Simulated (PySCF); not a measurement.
**PrF4: other functionals and bases at one geometry**

An exercise on one series of results from a longer session: the logs are not shown, and one member is left open.

Program: PySCF 2.14.0. Level of theory: several levels, as the steps say, no spin–orbit coupling. These are calculated values, not measurements.

1 further run of the same task is left out (for a known fault of the program).

### The starting structure

5 atoms, charge 0, spin multiplicity 1.

Bond lengths: Pr1–F2 2.025 Å, Pr1–F3 2.025 Å, Pr1–F4 2.025 Å, Pr1–F5 2.025 Å. Angles: F2–Pr1–F3 109.5°, F2–Pr1–F4 109.5°, F2–Pr1–F5 109.5°, F3–Pr1–F4 109.5°, F3–Pr1–F5 109.5°, F4–Pr1–F5 109.5°.

As a file:

```mol
F4Pr
  3D, bonds by distance, orders not assigned

  5  4  0  0  0  0  0  0  0  0999 V2000
    0.0000    0.0000   -0.0000 Pr  0  0
    1.1689    1.1689    1.1689 F   0  0
   -1.1689   -1.1689    1.1689 F   0  0
    1.1689   -1.1689   -1.1689 F   0  0
   -1.1689    1.1689   -1.1689 F   0  0
  1  2  8  0
  1  3  8  0
  1  4  8  0
  1  5  8  0
M  END
```

Formal oxidation states: Pr +4. Each metal's 1 4f electrons lie in its core potential, so multiplicities, spins and levels count the valence alone. An earlier session relaxed this geometry at PBE0, Pr lcecp-2-SVP with ECP47, F def2-SVP (singlet, point group Td).

At PBE0 on the finer grid: E = -438.263493 Eh, frontier levels not given, since the 4f levels lie in the core, Mulliken charge on Pr1 +1.65 e, largest force component 0.002 eV/Å. 

Levels to run: B3LYP; wB97X; PBE0, TZVP. Hardware: 2 threads of Arm Neoverse V2, shared host.

Set-up of the first run:

File run.py (the lines that set the calculation):

```python
mol = gto.M(atom='''
Pr     0.00000     0.00000     0.00000
F      1.16890     1.16890     1.16890
F     -1.16890    -1.16890     1.16890
F      1.16890    -1.16890    -1.16890
F     -1.16890     1.16890    -1.16890''',
    basis={'Pr': 'lcecp-2-SVP', 'F': 'def2-SVP'},
    ecp={'Pr': 'lcecp-2-SVP'},
    charge=0, spin=0)
mf = dft.RKS(mol, xc='B3LYP')
mf.grids.atom_grid = (75, 302)  # f atoms: unpruned, at least (60, 302)
mf = mf.density_fit()  # fitting sets: Pr AutoAux, F def2-universal-JKFIT
mf.conv_tol = 1e-08; mf.max_cycle = 55
mf.kernel(dm0)  # dm0: the density of the relaxed state
```

Launch:

```console
$ OMP_NUM_THREADS=2 python run.py
```

Among the steps run: B3LYP; wB97X; PBE0, TZVP.

One of the session's tables, all rows but one given; the rest of the session is left out.

```
              level  charge on Pr1 (e)  largest force component (eV/Å)
PBE0 (relaxed here)               1.65                            0.00
              B3LYP               1.58                            0.18
              wB97X               1.67                            0.00
         PBE0, TZVP                  ?                               ?
```

Estimate the missing values for PBE0, TZVP.

The run gave: charge on Pr1 (e): 1.91; largest force component (eV/Å): 0.10. In the column «charge on Pr1 (e)» it is the highest.

The largest leftover force, 0.18 eV/Å with B3LYP, stands at a geometry relaxed at another level. With 4f in the core, its levels are missing from HOMO and gap, and its count is fixed, so no charge can pass from the ligands into it. Total energies of different levels can't be compared.
